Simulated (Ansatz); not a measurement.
Crystal: ZnRe.

```
CELL_PARAMETERS angstrom
2.74822 0.00000 0.00000
-1.37411 2.38003 0.00000
0.00000 0.00000 4.49407
ATOMIC_POSITIONS crystal
Re 0.33333 0.66667 0.50000
Zn 0.00000 0.00000 0.00000
```

The cell comes from a database or a generator and needn't be the stable form of this composition.

Below is the output of Ansatz 0.2.0 for this cell. Logs are shortened: lines on timing, memory, paths and dates and some standing lists are left out, and cuts for length are marked.

```text
Warning: RAYON_NUM_THREADS=2 ignored (pool sized by the plan → 2); use --threads N
scf.n_extra_bands = 6 over 14 filled bands (N_el = 27.0): the run solves 20 bands
Engine: ansatz 0.2.0, x86_64-unknown-linux-gnu
Pseudopotentials: kind: paw
Pseudopotential: Re, paw, valence charge 15, recommended cutoff 420 eV (normal), Re.paw.azcp
Pseudopotential: Zn, paw, valence charge 12, recommended cutoff 420 eV (normal), Zn.paw.azcp
Functional definition: PBE
  parameter kappa = 0.804
  parameter beta = 0.06672455060314922
  exchange = pbe_x(kappa = kappa, mu = beta*pi^2/3)
  correlation = pbe_c(beta = beta)
Crystal: 2 atoms, lattice volume = 29.395 Å³
Basis set: ecut = 420 eV, 573 PW (Γ), exchange–correlation on 40×40×64 points (8 copies of the dense FFT grid, shifted against one another)
Bands: 20, of which v1, the nominal top of the filled ones, is band 14 counted from 1 (13 counted from 0)
Symmetry: 12 space group operations
Space group: P-6m2 (ITA 187), of the structure as read, at distance tolerance 3.1e-5 Å
k-points: 64 of 726 (time reversal used)
Non-local potential: Re, projectors of the file, l = 0: 3, l = 1: 2, l = 2: 2, l = 3: 1
Non-local potential: Zn, projectors of the file, l = 0: 2, l = 1: 2, l = 2: 3, l = 3: 1
PAW form: soft (Blöchl's): semilocal exchange-correlation on the pseudo side does not see the compensation charge
PAW one-centre angular grid: Re, 590 points (default); XC on 64 Gauss nodes
PAW one-centre angular grid: Zn, 590 points (default); XC on 64 Gauss nodes
Initial density: superposition of atomic densities (neutral atoms: chi_scale 0, normalization atom), corrected by the library's trained network
Initial wavefunctions: pseudopotential atomic-orbital guess
Functional: x = pbe(κ = 0.804, μ = 0.2195149727645171), c = pbe(β = 0.06672455060314922)
SCF iter   1: F=—  HF=-14186.633849 eV  |F-HF|=—  |Δ(HF+E_count)|=         —  Δρ=7.03e-3  dr2=2.60e-2  ethr=1.77e-3  ⟨swp⟩=5.4  Hψ=6307  notcnv=0  defer=12
preconditioner: auto → none  [metal: Δε(μ)=0.016 eV  Ē_g=12.345 eV  σ=0.050 eV  W_gap=0.08  n_scr=8 (ndim 8)  ℏωp=29.9 eV  f_vac=0.000  D(μ)=1.85/eV (n_scr^D=22)  sad-step TF]
SCF iter   2: F=—  HF=-14186.632425 eV  |F-HF|=—  |Δ(HF+E_count)|=   1.42e-3  Δρ=4.88e-3  dr2=1.63e-2  ethr=9.61e-5  ⟨swp⟩=1.0  Hψ=1792  notcnv=0  defer=17
SCF iter   3: F=—  HF=-14186.629768 eV  |F-HF|=—  |Δ(HF+E_count)|=   2.66e-3  Δρ=2.13e-3  dr2=7.17e-4  ethr=6.03e-5  ⟨swp⟩=2.1  Hψ=1691  notcnv=0  defer=17
SCF iter   4: F=—  HF=-14186.629457 eV  |F-HF|=—  |Δ(HF+E_count)|=   3.11e-4  Δρ=5.15e-4  dr2=4.00e-5  ethr=2.66e-6  ⟨swp⟩=2.0  Hψ=1724  notcnv=0  defer=17
SCF iter   5: F=—  HF=-14186.629440 eV  |F-HF|=—  |Δ(HF+E_count)|=   1.64e-5  Δρ=1.08e-4  dr2=1.23e-6  ethr=1.48e-7  ⟨swp⟩=2.0  Hψ=1700  notcnv=0  defer=21
SCF iter   6: F=—  HF=-14186.629441 eV  |F-HF|=—  |Δ(HF+E_count)|=   5.75e-7  Δρ=2.89e-5  dr2=2.59e-7  ethr=4.55e-9  ⟨swp⟩=2.1  Hψ=1824  notcnv=0  defer=22
SCF iter   7: F=-14186.629441 eV  HF=-14186.629441 eV  |F-HF|=1.40e-8  |Δ(HF+E_count)|=   6.65e-8  Δρ=7.12e-6  dr2=1.85e-8  ethr=3.70e-10  ⟨swp⟩=7.2  Hψ=5048  notcnv=0
SCF 1 converged in 7 iterations: F = -14186.629441 eV  dr2 = 1.85e-8
  greatest PAW one-centre occupation: 1.000 electrons in one spin orbital (limit 2), on the Re atom at site 0 (counted from 0), in its partial waves of l = 0
NSCF: frozen V_eff on 129 k-points
SCF converged after 7 iterations
Free energy (F): -14186.629441 eV
Harris-Foulkes:  -14186.629441 eV  (|F-HF|=1.40e-8)
Internal energy: -14186.615258 eV  (E = F + TS)
E sigma→0 (E₀):  -14186.622350 eV
Entropy (-TS):   -0.014183 eV (-7.091 meV/atom)
Fermi energy:    17.721853 eV
--- Per-component energies (eV) ---
  E_band       = -35.456894
  E_kinetic    = 669.917574
  E_local      = -2290.565834  (includes V_loc(G=0)·N_el)
  E_nonlocal   = 659.195286
  E_hartree    = 907.785480
  E_xc         = -541.211979
  E_vxc        = -356.136487  (∫ρ·V_xc dr)
  E_paw        = -10482.925657  (= ΣΔE_a)
  E_vpaw       = -533.440528  (= ΣTr[D̂ρ^β])
  E_aug_tail   = -0.000411  (compensation charges beyond the density's cutoff)
  E_ewald      = -3108.809718
  E_smearing   = -0.014183  (= −TS)
  E_closure    = 0.000000  (closes the sum)
  Σ components = -14186.629441   (vs F -14186.629441, Δ=0.00e0)
--- Forces (eV/Å), atoms counted from 1 ---
  atom   1  Re    -0.00000000     0.00000000     0.00000000
  atom   2  Zn     0.00000000    -0.00000000     0.00000000
  max |Σ_I F_I| component: 2.78e-17 eV/Å
--- Stress (GPa, compression-positive) ---
       -1.426679      -0.000000       0.000000
       -0.000000      -1.426679       0.000000
        0.000000       0.000000      -1.657807
  P = ⅓ Tr σ = -1.5037 GPa (-15.037 kbar)
--- Band table (eV; the first three rows and the last of 64) ---
  k-point 0: bands = ["-62.3409", "-24.3801", "-23.6751", "-23.6751", "7.4464", "9.8096", "10.4335", "10.4335", "10.8185", "10.8185", "12.7107", "16.1538", "16.4999", "16.4999", "19.4493", "19.4493", "22.4624", "31.7018", "34.7355", "34.7355"]
  k-point 1: bands = ["-62.3409", "-24.3812", "-23.6751", "-23.6751", "7.7096", "9.8240", "10.4290", "10.4290", "10.8173", "10.8173", "12.3949", "15.5582", "16.5207", "16.5207", "19.4332", "19.4332", "23.5839", "31.6925", "33.8656", "34.6270"]
  k-point 2: bands = ["-62.3409", "-24.3833", "-23.6751", "-23.6751", "8.4464", "9.8320", "10.4207", "10.4207", "10.8141", "10.8141", "11.4518", "14.8245", "16.5637", "16.5637", "19.3996", "19.3996", "25.7765", "31.6718", "32.6059", "34.2548"]
  k-point 63: bands = ["-62.2546", "-24.4044", "-24.2304", "-24.2270", "10.1613", "10.2855", "10.4190", "10.4386", "10.5699", "14.0043", "14.8071", "14.9660", "16.1614", "17.7828", "18.8140", "22.5105", "24.0408", "24.4806", "24.7946", "27.1880"]
```

Task: Write the input and the command behind it.

Result: Band structure with PBE, no spin polarisation. The files as run (others can give the same):

input.yaml
```yaml
crystal:
  lattice:
    - [2.7482183437, 0.0, 0.0]
    - [-1.3741091718, 2.3800269008, 0.0]
    - [0.0, 0.0, 4.494066]
  atoms:
    - { symbol: Re, position: [0.3333333333, 0.6666666667, 0.5] }
    - { symbol: Zn, position: [0.0, 0.0, 0.0] }
hamiltonian:
  xc: pbe
  pseudopotentials: { kind: paw }
kpoints:
  mp_grid: { grid: [11, 11, 6] }
  band_path:
    path:
      - [[0.0, 0.0, 0.0], [0.5, 0.0, 0.0], [0.3333333333, 0.3333333333, 0.0], [0.0, 0.0, 0.0], [0.0, 0.0, 0.5], [0.5, 0.0, 0.5], [0.3333333333, 0.3333333333, 0.5], [0.0, 0.0, 0.5]]
      - [[0.5, 0.0, 0.5], [0.5, 0.0, 0.0]]
      - [[0.3333333333, 0.3333333333, 0.0], [0.3333333333, 0.3333333333, 0.5]]
    npoints: 14
scf:
  occupations: { method: fermi_dirac, width: 0.05 }
  n_extra_bands: 6
output:
  forces: true
  stress: true
  eigenvalues: true
  fatbands: true
```

Potentials or basis: Ansatz PAW.
The run is started by
```bash
$ ansatz run input.yaml --threads 2 --pin off --max-ram 5632MiB --backend cpu --events-out ev --progress --plain --runs-dir out
```

Caveat: spin-orbit coupling is left out, which moves the levels of the heavy elements.
